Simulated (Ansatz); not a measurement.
# Ge2H6: the cost of one run

Program: Ansatz 0.2.0. Level of theory: UKS PBE0-D4/def2-TZVP. These are calculated values, not measurements.

### 1 The system as given

8 atoms, charge 0, spin multiplicity 1.

Atoms are counted from 1 here; the program's logs count them from 0.

Bond lengths: Ge1–Ge2 2.436 Å, Ge1–H6 1.552 Å, Ge1–H7 1.552 Å, Ge1–H8 1.552 Å, Ge2–H3 1.552 Å, Ge2–H4 1.552 Å, Ge2–H5 1.552 Å. Angles: Ge2–Ge1–H6 110.4°, Ge2–Ge1–H7 110.5°, Ge2–Ge1–H8 110.4°, H6–Ge1–H7 108.5°, H6–Ge1–H8 108.5°, H7–Ge1–H8 108.5°, Ge1–Ge2–H3 110.4°, Ge1–Ge2–H4 110.4°, Ge1–Ge2–H5 110.4°, H3–Ge2–H4 108.5°, H3–Ge2–H5 108.5°, H4–Ge2–H5 108.5°.

As a file:

| atom | x (Å) | y (Å) | z (Å) |
| --- | --- | --- | --- |
| Ge1 | -0.00348 | 0.00791 | -1.21788 |
| Ge2 | 0.00329 | -0.00740 | 1.21789 |
| H3 | 0.84398 | 1.17634 | 1.76491 |
| H4 | 0.61357 | -1.33137 | 1.74890 |
| H5 | -1.44303 | 0.12194 | 1.76440 |
| H6 | 1.44895 | -0.01469 | -1.76307 |
| H7 | -0.70953 | 1.28261 | -1.75064 |
| H8 | -0.75374 | -1.23533 | -1.76449 |

This geometry comes from a loose relaxation at PBE in a small basis, which is not shown.

### 5 The grid

- normal mode 5 (559 cm⁻¹, of the parent): 15 values from −0.468 to 0.468 amu½·Å
- normal mode 6 (559 cm⁻¹, of the parent): 15 values from −0.468 to 0.468 amu½·Å

Nothing else is relaxed (straight displacements along the two mass-weighted modes). Energies count from the ion of charge +1 at the geometry of the relaxed parent of charge +0. Points are written as (first, second).

The modes come from a phonon run on the reference cell, made beforehand.

The patterns, per unit of each coordinate (Å):

| atom | x1 | y1 | z1 | x2 | y2 | z2 |
| --- | --- | --- | --- | --- | --- | --- |
| Ge1 | -0.017 | -0.017 | 0.000 | -0.017 | 0.017 | 0.000 |
| Ge2 | 0.017 | 0.017 | 0.000 | 0.017 | -0.017 | 0.000 |
| H3 | -0.130 | -0.108 | 0.450 | -0.190 | 0.165 | -0.093 |
| H4 | -0.193 | -0.154 | -0.144 | -0.140 | 0.100 | 0.438 |
| H5 | -0.120 | -0.181 | -0.308 | -0.113 | 0.178 | -0.341 |
| H6 | 0.120 | 0.181 | 0.308 | 0.113 | -0.178 | 0.341 |
| H7 | 0.193 | 0.154 | 0.144 | 0.140 | -0.100 | -0.438 |
| H8 | 0.130 | 0.108 | -0.450 | 0.190 | -0.165 | 0.093 |

(The set-up runs are not shown.)

### 6 The run at (0.468 amu½·Å, 0.468 amu½·Å)

input.yaml reads:

```yaml
crystal:
  periodic: [false, false, false]
  atoms:
    - { symbol: Ge, position_ang: [-0.019122, 0.007481, -1.209952] }
    - { symbol: Ge, position_ang: [0.019114, -0.007461, 1.209955] }
    - { symbol: H, position_ang: [0.642732, 1.222614, 1.916665] }
    - { symbol: H, position_ang: [0.500515, -1.321724, 1.872094] }
    - { symbol: H, position_ang: [-1.543988, 0.066485, 1.444791] }
    - { symbol: H, position_ang: [1.543996, -0.066231, -1.444756] }
    - { symbol: H, position_ang: [-0.500745, 1.321609, -1.872204] }
    - { symbol: H, position_ang: [-0.642504, -1.222758, -1.916578] }
magnetization:
  spin_polarized: true
  initial_magnetization: 1
total_charge: 1
basis:
  gaussian: { orbitals: def2-TZVP }
hamiltonian:
  xc: pbe0
  dispersion: d4
output:
  forces: true
```

Launch:

```bash
$ ansatz run input.yaml --threads 1 --pin off --max-ram 2560MiB --backend cpu --events-out ev --progress --plain --runs-dir out
```

What time and memory should one allow on 1 thread of Arm Neoverse V2, shared host?

About 12 s, with a peak of 0.4 GiB.
